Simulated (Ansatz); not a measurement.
# Si2W: the cost of one run

Program: Ansatz 0.2.0. Level of theory: DFT, PBEsol, plane-wave PAW, default files, scalar-relativistic, frozen cores. These are calculated values, not measurements.

### Step 1. The starting structure

The structure is tetragonal, space group I4/mmm (No. 139). Conventional cell: a = 3.214 Å, b = 3.214 Å, c = 7.830 Å, α = 90.00°, β = 90.00°, γ = 90.00°. Si (site symmetry 4mm) is surrounded by 5 Si at 2.59 to 2.63 Å and 5 W at 2.62 Å. Around W (site symmetry 4/mmm) lie 10 Si at 2.62 Å.

Coordinates:

```cif
data_structure
_symmetry_space_group_name_H-M 'I4/mmm'
_symmetry_Int_Tables_number 139
_cell_length_a 3.2138
_cell_length_b 3.2138
_cell_length_c 7.8299
_cell_angle_alpha 90.000
_cell_angle_beta 90.000
_cell_angle_gamma 90.000
_cell_volume 80.87
loop_
_atom_site_label
_atom_site_type_symbol
_atom_site_symmetry_multiplicity
_atom_site_Wyckoff_symbol
_atom_site_fract_x
_atom_site_fract_y
_atom_site_fract_z
_atom_site_occupancy
Si1 Si 4 e 0.00000 0.00000 0.33470 1
W1 W 2 a 0.00000 0.00000 0.00000 1
```

The earlier run gave: no gap over 0.1 eV on the mesh, largest force 0.053 eV/Å, pressure 3.3 GPa.

The printed gradients, by site:

| site | atoms | first shell | V_zz (10²¹ V/m²) | η | C_Q (MHz) |
| --- | --- | --- | --- | --- | --- |
| Si | 1, 2 | 5 Si at 2.59–2.63 Å, 5 W at 2.62 Å | -0.89 | 0.00 | – |
| W | 3 | 10 Si at 2.62 Å | -15.00 | 0.00 | – |

C_Q = eQV_zz/h, which is 24.18 MHz for Q = 1 b and V_zz = 10²¹ V/m²; η = (V_xx − V_yy)/V_zz. Nuclear quadrupole moments: year-2017 set (Pyykkö). A dash under C_Q marks elements without a common quadrupolar isotope.

### Step 2. Functional PBEsol at the relaxed positions

The input, input.yaml:

```yaml
crystal:
  lattice:
    - [-1.6069, 1.6069, 3.91495]
    - [1.6069, -1.6069, 3.91495]
    - [1.6069, 1.6069, -3.91495]
  atoms:
    - { symbol: Si, position: [0.3343886318, 0.3343886318, 0.0] }
    - { symbol: Si, position: [0.6656113682, 0.6656113682, 0.0] }
    - { symbol: W, position: [0.0, 0.0, 0.0] }
kpoints:
  mp_grid: { grid: [20, 20, 20] }
scf:
  occupations: { method: fermi_dirac, width: 0.05 }
hamiltonian:
  xc: pbesol
  pseudopotentials: { kind: paw, frozen_core: stored }
output:
  forces: true
  stress: true
  populations: true
  efg: {}
```

The run is started by

```bash
> ansatz run input.yaml --threads 1 --pin off --max-ram 3072MiB --backend cpu --events-out ev --progress --plain --runs-dir out
```

**Question.** How long does this run take on 1 thread of Intel Xeon at 2.50GHz (Skylake/Cascade Lake), shared host, and how much memory does it need?

About 65 s, with a peak of 0.61 GiB.
